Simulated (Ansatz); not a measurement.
**ScNb under changes of volume**

One of the cells (20.641 Å³/atom); the others are scaled copies at fixed shape and fractional positions:

```
CELL_PARAMETERS angstrom
3.06564 0.00000 0.00000
-1.53282 2.65493 0.00000
0.00000 0.00000 5.07219
ATOMIC_POSITIONS crystal
Nb 0.33333 0.66667 0.50000
Sc 0.00000 0.00000 0.00000
```

The cell comes from a database or a generator and needn't be the stable form of this composition.

| Quantity | Value |
| --- | --- |
| Program | Ansatz 0.2.0 |
| Functional | PBE |
| Potentials or basis | PseudoDojo standard (PBE files) |
| Cutoff | 1116 eV |
| Density cutoff | 4463 eV |
| k mesh | 10 × 10 × 5 |
| Occupations | fermi-dirac, width 0.05 eV |
| Spin | no spin polarisation |

| volume (Å³/atom) | energy over the lowest point (meV/atom) | pressure (GPa) |
| --- | --- | --- |
| 19.403 | 25.03 | 6.8 |
| 19.816 | ? | ? |
| 20.229 | 2.46 | 2.0 |
| 20.641 | 0.00 | -0.1 |
| 21.054 | 2.79 | -2.0 |
| 21.467 | 10.39 | -3.8 |
| 21.880 | 22.37 | -5.4 |

Q: What does the run at 19.816 Å³/atom give?

A: Energy over the lowest point 10.64 meV/atom; pressure 4.3 GPa.

Worked out: A Birch-Murnaghan fit of order 3 (a polynomial in V^(-2/3)) to the other rows has its minimum at 20.62 Å³/atom with B0 = V·E''(V) = 102 GPa and B' = 3.4 at fixed shape and positions, which overstates the stiffness. It gives 10.62 meV/atom at 19.816 Å³/atom, against the run's 10.64, and -dE/dV = 4.3 GPa, against 4.3.

Energies are extrapolated to zero smearing.
